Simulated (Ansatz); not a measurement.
# Bi2O: the cost of one run

Method: DFT PBE, scalar-relativistic, plane waves, PAW, in Ansatz 0.2.0.

1 further run of the same task is left out (it didn't finish).

### 1 The system as given

It takes space group I4/mmm (No. 139, tetragonal). The conventional cell has a = 3.601 Å, b = 3.601 Å, c = 8.886 Å, α = 90.00°, β = 90.00°, γ = 90.00°. Around Bi (site symmetry 4mm) lie 5 Bi at 2.95 to 2.96 Å and 5 O at 2.95 to 2.96 Å. Around O (site symmetry 4/mmm) lie 10 Bi at 2.95 to 2.96 Å.

As a file:

```cif
data_structure
_symmetry_space_group_name_H-M 'P 1'
_symmetry_Int_Tables_number 1
_cell_length_a 5.1208
_cell_length_b 5.1208
_cell_length_c 5.1208
_cell_angle_alpha 138.828
_cell_angle_beta 138.828
_cell_angle_gamma 59.638
_cell_volume 57.61
loop_
_atom_site_label
_atom_site_type_symbol
_atom_site_fract_x
_atom_site_fract_y
_atom_site_fract_z
_atom_site_occupancy
Bi1 Bi 0.33330 0.33330 0.00000 1
Bi2 Bi 0.66670 0.66670 0.00000 1
O1 O 0.00000 0.00000 0.00000 1
```

Recipe of the guess: species swapped into a database cell of Ge2W (I4/mmm, No. 139), with Bi on the Ge sites and O on the W sites. Lengths come from tabulated atomic sizes and are only a guess.

### 2 Probe: one point on a coarse mesh

File input.yaml:

```yaml
crystal:
  lattice:
    - [-1.80055207, 1.80055207, 4.44280829]
    - [1.80055207, -1.80055207, 4.44280829]
    - [1.80055207, 1.80055207, -4.44280829]
  atoms:
    - { symbol: Bi, position: [0.33329999, 0.33329999, 0.0] }
    - { symbol: Bi, position: [0.66670001, 0.66670001, 0.0] }
    - { symbol: O, position: [0.0, 0.0, 0.0] }
basis:
  ecutwfc: 420
kpoints:
  mp_grid: { grid: [6, 6, 6] }
hamiltonian:
  xc: pbe
scf:
  occupations: { method: gaussian, width: 0.1 }
  lower_state_search: "off"
output:
  forces: true
  stress: true
  eigenvalues: true
```

Command:

```sh
$ ansatz run input.yaml --threads 1 --pin off --max-ram 2560MiB --backend cpu --events-out ev --progress --plain --runs-dir out
```

Q: Estimate wall time and peak memory on 1 thread of Intel Xeon at 2.70GHz, shared host.

About 3.6 s, with a peak of 0.35 GiB.
